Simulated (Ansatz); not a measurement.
**CH₅GeLi (SMILES [Li][CH2][GeH3]): functionals against CCSD(T) at one geometry**

A test off equilibrium: a structure displaced at random from a GFN2-xTB minimum is computed at several levels, and each is set against CCSD(T).

The runs use Ansatz 0.2.0, Gaussian basis; single points in def2-TZVPP.

Correlated methods freeze the cores. Filled d shells of the heavier atoms are correlated. The outer core shell of Li, Na, Mg and K is correlated. B3LYP uses VWN-RPA correlation.

### Step 1. Starting geometry

SMILES `[Li][CH2][GeH3]`, 8 atoms, charge 0, spin multiplicity 1.

Atoms are counted from 1 here; the program's logs count them from 0.

Bond lengths: Li1–C2 1.866 Å, C2–Ge3 1.967 Å, C2–H4 0.814 Å, C2–H5 1.102 Å, Ge3–H6 1.465 Å, Ge3–H7 1.635 Å, Ge3–H8 1.370 Å. Angles: Li1–C2–Ge3 100.9°, Li1–C2–H4 132.0°, Li1–C2–H5 111.7°, Ge3–C2–H4 104.3°, Ge3–C2–H5 106.5°, H4–C2–H5 99.4°, C2–Ge3–H6 116.5°, C2–Ge3–H7 108.3°, C2–Ge3–H8 117.2°, H6–Ge3–H7 109.7°, H6–Ge3–H8 103.2°, H7–Ge3–H8 100.8°.

Coordinates:

```mol
CH5GeLi
  3D, bonds by distance, orders not assigned

  8  7  0  0  0  0  0  0  0  0999 V2000
   -2.2592    0.4770   -0.1428 Li  0  0
   -0.5414    0.4307   -0.8711 C   0  0
    0.4735   -0.3492    0.6225 Ge  0  0
   -0.2396    0.0641   -1.5319 H   0  0
   -0.1387    1.4445   -1.0281 H   0  0
    0.2782    0.2667    1.9374 H   0  0
    0.1234   -1.9447    0.7037 H   0  0
    1.8367   -0.3922    0.4979 H   0  0
  1  2  8  0
  2  3  8  0
  2  4  8  0
  2  5  8  0
  3  6  8  0
  3  7  8  0
  3  8  8  0
M  END
```

### Step 2. CCSD(T)/def2-TZVPP

File run/in.yaml:

```yaml
crystal:
  periodic: [false, false, false]
  atoms:
    - {symbol: Li, position_ang: [-2.259200, 0.477000, -0.142800]}
    - {symbol: C, position_ang: [-0.541400, 0.430700, -0.871100]}
    - {symbol: Ge, position_ang: [0.473500, -0.349200, 0.622500]}
    - {symbol: H, position_ang: [-0.239600, 0.064100, -1.531900]}
    - {symbol: H, position_ang: [-0.138700, 1.444500, -1.028100]}
    - {symbol: H, position_ang: [0.278200, 0.266700, 1.937400]}
    - {symbol: H, position_ang: [0.123400, -1.944700, 0.703700]}
    - {symbol: H, position_ang: [1.836700, -0.392200, 0.497900]}
basis:
  gaussian: {orbitals: def2-TZVPP}
correlation: {method: ccsd_t}
output: {forces: true}
```

The command line of these runs was not kept.

### Step 3. PBE0-D4/def2-TZVPP

Edit run/in.yaml of step 2 so:

```diff
@@ -13,3 +13,3 @@
   gaussian: {orbitals: def2-TZVPP}
-correlation: {method: ccsd_t}
-output: {forces: true}
+hamiltonian: {xc: pbe0, dispersion: d4}
+output: {forces: true, orbitals: {seedname: orbitals}}
```

### Step 4. wB97M-V/def2-TZVPP

Edit run/in.yaml of step 3 so:

```diff
@@ -13,3 +13,3 @@
   gaussian: {orbitals: def2-TZVPP}
-hamiltonian: {xc: pbe0, dispersion: d4}
-output: {forces: true, orbitals: {seedname: orbitals}}
+hamiltonian: {xc: {name: wB97M-V}}
+output: {forces: true}
```

### Step 5. r2SCAN-D4/def2-TZVPP

Edit run/in.yaml of step 4 so:

```diff
@@ -13,3 +13,3 @@
   gaussian: {orbitals: def2-TZVPP}
-hamiltonian: {xc: {name: wB97M-V}}
+hamiltonian: {xc: r2scan, dispersion: d4}
 output: {forces: true}
```

### Step 6. PBE-D4/def2-TZVPP

Edit run/in.yaml of step 5 so:

```diff
@@ -13,3 +13,3 @@
   gaussian: {orbitals: def2-TZVPP}
-hamiltonian: {xc: r2scan, dispersion: d4}
+hamiltonian: {xc: pbe, dispersion: d4}
 output: {forces: true}
```

### Step 7. revPBE-D4/def2-TZVPP

Edit run/in.yaml of step 6 so:

```diff
@@ -13,3 +13,3 @@
   gaussian: {orbitals: def2-TZVPP}
-hamiltonian: {xc: pbe, dispersion: d4}
+hamiltonian: {xc: {name: revPBE}, dispersion: d4}
 output: {forces: true}
```

### Step 8. B3LYP-D4/def2-TZVPP

Edit run/in.yaml of step 7 so:

```diff
@@ -13,3 +13,3 @@
   gaussian: {orbitals: def2-TZVPP}
-hamiltonian: {xc: {name: revPBE}, dispersion: d4}
+hamiltonian: {xc: {name: B3LYP}, dispersion: d4}
 output: {forces: true}
```

(Steps that only read results are left out.)

**Question.** What will these runs give? Wanted: energy less free atoms, CCSD(T)/def2-TZVPP; RMS force component; RMS force error; HOMO and LUMO, PBE0-D4; T1 diagnostic.

The runs gave:

```
                                  quantity                                                                                              value
energy less free atoms, CCSD(T)/def2-TZVPP                                                                                     -1945.5 kJ/mol
                       RMS force component                                                               6.357 to 6.479 eV/Å over the methods
                           RMS force error  PBE0-D4 0.075, wB97M-V 0.078, r2SCAN-D4 0.066, PBE-D4 0.120, revPBE-D4 0.135, B3LYP-D4 0.131 eV/Å
                    HOMO and LUMO, PBE0-D4                                                                                 -5.50 and -1.05 eV
                             T1 diagnostic                                                                                              0.011
```

**Reading.** Against CCSD(T) the functionals' energies less atoms differ by -38.9 to +26.7 kJ/mol, PBE-D4 by -19.7 kJ/mol. CCSD(T) in triple zeta still lacks some correlation energy of the bonds, so part of these gaps is its own basis error and they don't rank the functionals. On forces the order runs from r2SCAN-D4 to revPBE-D4. Frozen-core CCSD(T) forces in triple zeta carry basis errors of their own, and this is one geometry, so small gaps rank nothing.
